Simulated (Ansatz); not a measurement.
# SbO5: the cost of one run

Method: DFT PBE, scalar-relativistic, plane waves, PAW, in Ansatz 0.2.0.

### Step 1. The structure to begin with

Symmetry: P6/mmm, No. 191, hexagonal system. Conventional cell: a = 4.869 Å, b = 4.869 Å, c = 4.007 Å, α = 90.00°, β = 90.00°, γ = 120.00°. Sb (site symmetry 6/mmm) is surrounded by 18 O at 2.81 to 3.15 Å. O (site symmetry mmm) is surrounded by 8 O at 2.43 to 2.45 Å and 4 Sb at 3.15 Å. O (site symmetry -6m2) has 9 O at 2.45 to 2.81 Å and 3 Sb at 2.81 Å as nearest neighbours.

As a file:

```
CELL_PARAMETERS angstrom
4.86898 0.00000 0.00000
-2.43449 4.21666 0.00000
0.00000 0.00000 4.00724
ATOMIC_POSITIONS crystal
Sb 0.00000 0.00000 0.00000
O 0.00000 0.50000 0.50000
O 0.50000 0.50000 0.50000
O 0.33333 0.66667 0.00000
O 0.50000 0.00000 0.50000
O 0.66667 0.33333 0.00000
```

The cell is invented: species swapped into a database cell of GdRh5 (P6/mmm, No. 191), with Sb on the Gd sites and O on the Rh sites. The dimensions are guesses.

### Step 2. The guess as it stands, on a coarse mesh

Contents of input.yaml:

```yaml
crystal:
  lattice:
    - [4.86897992, 0.0, 0.0]
    - [-2.43448996, 4.2166603, 0.0]
    - [0.0, 0.0, 4.00723644]
  atoms:
    - { symbol: Sb, position: [0.0, 0.0, 0.0] }
    - { symbol: O, position: [0.0, 0.5, 0.5] }
    - { symbol: O, position: [0.5, 0.5, 0.5] }
    - { symbol: O, position: [0.33333333, 0.66666667, 0.0] }
    - { symbol: O, position: [0.5, 0.0, 0.5] }
    - { symbol: O, position: [0.66666667, 0.33333333, 0.0] }
basis:
  ecutwfc: 420
kpoints:
  mp_grid: { grid: [6, 6, 4] }
hamiltonian:
  xc: pbe
scf:
  occupations: { method: gaussian, width: 0.1 }
  lower_state_search: "off"
output:
  forces: true
  stress: true
  eigenvalues: true
```

Launch:

```sh
> ansatz run input.yaml --threads 1 --pin off --max-ram 2560MiB --backend cpu --events-out ev --progress --plain --runs-dir out
```

**Question.** How long does this run take on 1 thread of Arm Neoverse V1, shared host, and how much memory does it need?

About 2.8 s, with a peak of 0.34 GiB.
